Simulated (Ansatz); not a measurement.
# C₂H₆OSn: up Jacob's ladder to CCSD(T)

One table from this session's results is given with a row withheld; the runs are named, their logs left out.

Method: functionals in def2-TZVPP, the program's frozen cores in correlated methods; program: Ansatz 0.2.0, Gaussian basis.

Levels to be run: PBE-D4, r2SCAN-D4, PBE0-D4, B3LYP-D4, ωB97X-V, ωB97M-V, B2PLYP; CCSD(T)/def2-TZVPP; MP2/def2-QZVPP; extrapolation to the limit.

## The relaxed structure

An earlier PBE0-D4 in a triple-zeta def2 set relaxation fixed the geometry. Sn takes the def2 core potential; no spin-orbit term is included.

10 atoms, charge 0, spin multiplicity 1.

Atoms are counted from 1 here; the program's logs count them from 0.

Bond lengths: O1–Sn2 2.008 Å, O1–H5 0.960 Å, Sn2–H6 1.776 Å, C3–C4 1.345 Å, C3–H7 1.083 Å, C3–H8 1.084 Å, C4–H9 1.085 Å, C4–H10 1.084 Å. Angles: Sn2–O1–H5 111.6°, O1–Sn2–H6 92.6°, C4–C3–H7 121.6°, C4–C3–H8 121.2°, H7–C3–H8 117.1°, C3–C4–H9 121.0°, C3–C4–H10 121.7°, H9–C4–H10 116.9°.

Coordinates:

```xyz
10
charge 0, multiplicity 1
O    -1.1639    0.7774   -1.6965
Sn   -0.7915    1.4845    0.1460
C     0.2654   -1.0772    0.6066
C     1.2702   -0.2070    0.4047
H    -0.7532    1.3199   -2.3731
H    -1.8985    0.3208    0.9049
H    -0.0377   -1.3739    1.6035
H    -0.2664   -1.5243   -0.2251
H     1.6185    0.0209   -0.5970
H     1.8402    0.2076    1.2288
```

Set-up of the first run:

Contents of in.yaml:

```yaml
crystal:
  periodic: [false, false, false]
  atoms:
    - {symbol: O, position_ang: [-1.163903, 0.777434, -1.696481]}
    - {symbol: Sn, position_ang: [-0.791455, 1.484494, 0.146040]}
    - {symbol: C, position_ang: [0.265406, -1.077243, 0.606647]}
    - {symbol: C, position_ang: [1.270216, -0.206965, 0.404718]}
    - {symbol: H, position_ang: [-0.753162, 1.319935, -2.373108]}
    - {symbol: H, position_ang: [-1.898458, 0.320815, 0.904869]}
    - {symbol: H, position_ang: [-0.037746, -1.373857, 1.603541]}
    - {symbol: H, position_ang: [-0.266448, -1.524316, -0.225094]}
    - {symbol: H, position_ang: [1.618528, 0.020924, -0.597016]}
    - {symbol: H, position_ang: [1.840225, 0.207580, 1.228783]}
basis:
  gaussian: {orbitals: def2-TZVPP}
hamiltonian: {xc: pbe, dispersion: d4}
output: {forces: true, orbitals: {seedname: orbitals}}
```

Launch:

```console
> ansatz run in.yaml --threads 4 --pin off --events-out ev --progress --plain --max-ram 10444MiB
```

Among the steps run: PBE-D4 (GGA); r2SCAN-D4 (meta-GGA); PBE0-D4 (hybrid); B3LYP-D4 (hybrid); ωB97X-V (range-separated); ωB97M-V (range-separated); B2PLYP (double hybrid); CCSD(T) in def2-TZVPP; MP2 in def2-QZVPP.

One table of the session follows, with a row left open; its other results are not shown here.

| method | atoms, summed (eV) | atomisation energy (kJ/mol) |
| --- | --- | --- |
| PBE-D4 | -10009.672 | 3573.3 |
| r2SCAN-D4 | -10015.277 | 3507.0 |
| PBE0-D4 | -10010.913 | 3489.1 |
| B3LYP-D4 | -10018.025 | 3509.4 |
| ωB97X-V | -10013.493 | 3497.9 |
| ωB97M-V | -10012.182 | 3501.6 |
| B2PLYP | ? | ? |
| HF/def2-TZVPP | -9974.044 | 2478.8 |
| MP2/def2-TZVPP | -9988.698 | 3452.1 |
| CCSD/def2-TZVPP | -9990.178 | 3360.3 |
| CCSD(T)/def2-TZVPP | -9990.528 | 3419.1 |
| MP2/CBS | -10000.014 | 3557.0 |
| CCSD(T)/CBS | -10001.844 | 3524.0 |

Estimate the missing values for B2PLYP.

**Answer.** atoms, summed (eV): -10006.802; atomisation energy (kJ/mol): 3464.3. In the column «atoms, summed (eV)» it lies between PBE-D4 (-10009.672) and CCSD(T)/CBS (-10001.844).

To keep in mind: Free atoms (1 O, 1 Sn, 2 C, 6 H) were run apart at each level; the atomisation energy is their sum less the molecule, without zero-point or spin-orbit terms.
